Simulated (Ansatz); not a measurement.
Debugging an atomisation energy of ClH₄N₂Si, SMILES [NH][SiH](N)Cl (Ansatz 0.2.0, Python API).

The script reads `clh4n2si.xyz`:
```text
8

N     0.37030    0.97400   -0.83270
Si   -0.56450   -0.23300   -0.02160
N     0.83270   -0.88710    0.59750
Cl   -1.67380    0.50200    1.45220
H    -0.36490    1.61440   -1.32410
H    -1.23640   -1.14290   -0.94750
H     1.50200   -0.76070   -0.19360
H     1.22680   -0.12370    1.21400
```

Script `run_tae.py`:
```python
"""Atomisation energy of ClH4N2Si at the given geometry."""

from collections import Counter

import ansatz


def single_point(molecule, charge=0, unpaired=0):
    calc = molecule.calculation().basis(gaussian="6-31G*").correlation("mp2")
    if charge:
        calc = calc.charge(charge)
    if unpaired:
        calc = calc.spin("collinear", total=unpaired)
    report = calc.report
    if report["published_state_doubts"]:
        print("  doubts:", report["published_state_doubts"])
    return report["free_energy_ev"]

system = ansatz.Crystal.molecule_from_extxyz("clh4n2si.xyz")

# Hund ground states
unpaired = {"N": 3, "Si": 2, "Cl": 1, "H": 1}
counts = Counter(site.symbol for site in system.cartesian_sites)
atom_energy = {s: single_point(ansatz.Crystal.molecule().atom(s, (0, 0, 0)), 0, unpaired[s]) for s in counts}
whole = single_point(system, 0, 1)
for s, e in atom_energy.items():
    print(f"{s:2s} x{counts[s]}  {e:14.5f} eV")
print(f"ClH4N2Si: {whole:.5f} eV")
split = sum(counts[s] * e for s, e in atom_energy.items()) - whole
print(f"atomisation energy (no zero-point term): {split:.3f} eV, {split / sum(counts.values()):.3f} eV an atom")
```

`python run_tae.py` gives:
```text
Traceback (most recent call last):
  File "run_tae.py", line 24, in <module>
    atom_energy = {s: single_point(ansatz.Crystal.molecule().atom(s, (0, 0, 0)), 0, unpaired[s]) for s in counts}
                      ~~~~~~~~~~~~^^^^^^^^^^^^^^^^^^^^^^^^^^^^^^^^^^^^^^^^^^^^^^^^^^^^^^^^^^^^^^
  File "run_tae.py", line 14, in single_point
    report = calc.report
             ^^^^^^^^^^^
AttributeError: 'Calculation' object has no attribute 'report'
```

Find the fault and give the corrected script.

The fault: the calculation is never run. The correction:

```diff
--- before
+++ after
@@ -13,3 +13,3 @@
         calc = calc.spin("collinear", total=unpaired)
-    report = calc.report
+    report = calc.run(threads=1, pin="off").report
     if report["published_state_doubts"]:
```

After the fix:

```console
$ python run_tae.py
N  x2     -1481.85064 eV
Si x1     -7860.60838 eV
Cl x1    -12505.05874 eV
H  x4       -13.55761 eV
ClH4N2Si: -23405.32223 eV
atomisation energy (no zero-point term): 21.723 eV, 2.715 eV an atom
```

What to keep in mind:
- Total energies depend on the basis set; only differences at equal settings carry meaning.
- The geometry is a force-field or estimated start, not a minimum of this method, and the basis set is short of its limit. All parts are taken at fixed geometry, without zero-point energy.
- The species is open-shell (spin multiplicity 2).
- In double-zeta sets correlated atomisation energies come out some 10 to 15 % low.
- Wall time of the script: 3.5 s on 1 thread of Intel(R) Xeon(R) Platinum 8488C (Sapphire Rapids), with other jobs on the host, peak memory 0.23 GiB.

(Lines on the test bed's own set-up are left out of the output.)
